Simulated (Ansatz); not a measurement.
# C₂H₅GaS: basis-set convergence

One table from this session's results is given with a row withheld; the runs are named, their logs left out.

Program: Ansatz 0.2.0, Gaussian basis. Level of theory: one geometry, several basis sets. These are calculated values, not measurements.

Levels to be run: PBE0-D4/def2-SVP; ωB97M-V/def2-SVP; PBE0-D4/def2-QZVPP; ωB97M-V/def2-QZVPP; the functionals' def2-TZVPP values are taken from earlier runs.

## The relaxed structure

The geometry comes from an earlier relaxation with PBE0-D4 in a triple-zeta def2 set; it is a stationary point, not always the lowest conformer.

SMILES `C[CH]1[S][GaH]1`, 9 atoms, charge 0, spin multiplicity 1.

Atoms are counted from 1 here; the program's logs count them from 0.

Bond lengths: C1–C2 1.505 Å, C1–H5 1.094 Å, C1–H6 1.092 Å, C1–H7 1.096 Å, C2–S3 1.891 Å, C2–Ga4 1.940 Å, C2–H8 1.088 Å, S3–Ga4 2.169 Å, Ga4–H9 1.533 Å. Angles: C2–C1–H5 110.5°, C2–C1–H6 112.1°, C2–C1–H7 110.8°, H5–C1–H6 108.1°, H5–C1–H7 107.9°, H6–C1–H7 107.3°, C1–C2–S3 115.4°, C1–C2–Ga4 124.6°, C1–C2–H8 113.0°, S3–C2–Ga4 69.0°, S3–C2–H8 109.8°, Ga4–C2–H8 116.3°, C2–S3–Ga4 56.6°, C2–Ga4–S3 54.5°, C2–Ga4–H9 164.3°, S3–Ga4–H9 141.2°.

Geometry (Å):

```xyz
9
charge 0, multiplicity 1
C     0.39273    0.60716   -1.01377
C     0.06799   -0.54157   -0.09800
S     1.16772   -0.69380    1.43277
Ga   -0.97813   -0.39082    1.52883
H    -0.35255    0.68359   -1.81146
H     0.42082    1.56059   -0.48222
H     1.37318    0.46640   -1.48234
H     0.02089   -1.49761   -0.61495
H    -2.11265   -0.19393    2.54114
```

The first run:

in.yaml reads:

```yaml
crystal:
  periodic: [false, false, false]
  atoms:
    - {symbol: C, position_ang: [0.392734, 0.607160, -1.013766]}
    - {symbol: C, position_ang: [0.067990, -0.541573, -0.098005]}
    - {symbol: S, position_ang: [1.167716, -0.693801, 1.432770]}
    - {symbol: Ga, position_ang: [-0.978128, -0.390816, 1.528834]}
    - {symbol: H, position_ang: [-0.352554, 0.683589, -1.811457]}
    - {symbol: H, position_ang: [0.420824, 1.560590, -0.482216]}
    - {symbol: H, position_ang: [1.373176, 0.466402, -1.482341]}
    - {symbol: H, position_ang: [0.020894, -1.497608, -0.614949]}
    - {symbol: H, position_ang: [-2.112652, -0.193933, 2.541140]}
basis:
  gaussian: {orbitals: def2-SVP}
hamiltonian: {xc: pbe0, dispersion: d4}
output: {orbitals: {seedname: orbitals}}
```

Among the steps run: PBE0-D4 in def2-SVP; ωB97M-V in def2-SVP; PBE0-D4 in def2-QZVPP; ωB97M-V in def2-QZVPP.

One of the session's tables, all rows but one given; the rest of the session is left out.

It belongs to the step «Density functionals: the series». 

| functional | basis | HOMO (eV) | LUMO (eV) |
| --- | --- | --- | --- |
| PBE0-D4 | def2-SVP | ? | ? |
| PBE0-D4 | def2-TZVPP | -6.51 | -1.43 |
| PBE0-D4 | def2-QZVPP | -6.53 | -1.48 |
| ωB97M-V | def2-SVP | -8.52 | 0.41 |
| ωB97M-V | def2-TZVPP | -8.58 | 0.25 |
| ωB97M-V | def2-QZVPP | -8.60 | 0.08 |

**Question.** Estimate the row for PBE0-D4, def2-SVP.

**Answer.** HOMO (eV): -6.49; LUMO (eV): -1.33. In the column «HOMO (eV)» it is the highest.
